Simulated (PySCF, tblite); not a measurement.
# C6H12N2Si: geometry, infrared bands and NMR shifts

What infrared bands and NMR shifts should C6H12N2Si (`C#CCN(C)C(=C)[SiH2]N`) show?

Programs: tblite 0.8.0 and PySCF 2.14.0, with density-fitted response routines of our own. Each step states its level of theory. These are calculated values for one molecule in the gas phase, unless marked as measured. Atoms count from 0, in the outputs and in this text.

### Step 1. The starting structure

21 atoms, charge 0, multiplicity 1; geometry from: force field or distance geometry start.

Bonds of the start (Å): C0–C1 1.20, C1–C2 1.47, C2–N3 1.43, N3–C4 1.48, N3–C5 1.40, C5–C6 1.33, C5–Si7 1.84, Si7–N8 1.80, C0–H9 1.09, C2–H10 1.13, C2–H11 1.10, C4–H12 1.12, C4–H13 1.09, C4–H14 1.11, C6–H15 1.08, C6–H16 1.10, Si7–H17 1.47, Si7–H18 1.48, N8–H19 1.05, N8–H20 1.06.

### Step 2. Optimising the geometry with GFN2-xTB

The job: settings as JSON, then the geometry in Å.

```
{"job": {"kind": "relax", "xc": "GFN2-xTB", "basis": "xTB"}, "charge": 0, "multiplicity": 1}
C     -2.881000     1.686300    -0.974000
C     -2.346200     0.620600    -0.867600
C     -1.659000    -0.665400    -0.705300
N     -0.701300    -0.514100     0.351800
C     -1.172000    -0.352000     1.742100
C      0.686500    -0.529500     0.155100
C      1.441600    -1.421100     0.798900
Si     1.582200     0.634600    -0.957000
N      2.918100     1.325900     0.027100
H     -3.374900     2.652400    -1.062400
H     -2.438200    -1.391500    -0.332500
H     -1.194500    -1.000500    -1.644100
H     -1.335900    -1.393300     2.123200
H     -2.095700     0.234100     1.751000
H     -0.351600     0.094100     2.345900
H      2.515500    -1.459400     0.684300
H      0.927400    -2.116500     1.477000
H      0.681000     1.659600    -1.500500
H      2.155500    -0.213300    -2.020300
H      3.861100     1.002300    -0.298300
H      2.772300     1.163600     1.059900
```

Started as:

```console
$ OMP_NUM_THREADS=1 python probes_run.py task.json out
```

One launch serves the whole session: the jobs run in the order shown.

**Question.** This job is followed by: GFN2-xTB harmonic vibrations, gas phase; GIAO PBE0/pcSseg-1 NMR shielding, non-relativistic, gas phase. Predict these results of the whole session: strongest single infrared mode (GFN2-xTB); zero-point energy (GFN2-xTB); 13C shifts against TMS (PBE0/pcSseg-1); 1H shifts against TMS (PBE0/pcSseg-1, means over atoms taken as alike); 15N shifts against NH3 (PBE0/pcSseg-1); 29Si shifts against TMS (PBE0/pcSseg-1).

The runs gave:

```
                                                              quantity                                          value
                             strongest single infrared mode (GFN2-xTB)                          2141 cm⁻¹, 439 km/mol
                                          zero-point energy (GFN2-xTB)                                 102.3 kcal/mol
                                13C shifts against TMS (PBE0/pcSseg-1)        154.3, 95.5, 86.5, 78.5, 46.0, 37.1 ppm
1H shifts against TMS (PBE0/pcSseg-1, means over atoms taken as alike)  5.20, 4.58, 4.48, 3.55, 2.82, 1.69, -0.02 ppm
                                15N shifts against NH3 (PBE0/pcSseg-1)                                  88.2, 5.3 ppm
                               29Si shifts against TMS (PBE0/pcSseg-1)                                      -46.9 ppm
```

**Reading.** Over 142 steps the energy fell by 0.855 eV; of the close pairs, Si7–N8 changed most, 1.797 to 1.722 Å. No mode is imaginary among the 57: a minimum at this level. The strongest single mode, at 2141 cm⁻¹, moves mainly H17. GFN2-xTB is a fitted tight-binding method: band positions and strengths are rough. Its intensities can rank the bands wrongly. At PBE0/pcSseg-1: Shielding is most anisotropic at C1 (span 298 ppm, paramagnetic term -166 ppm).
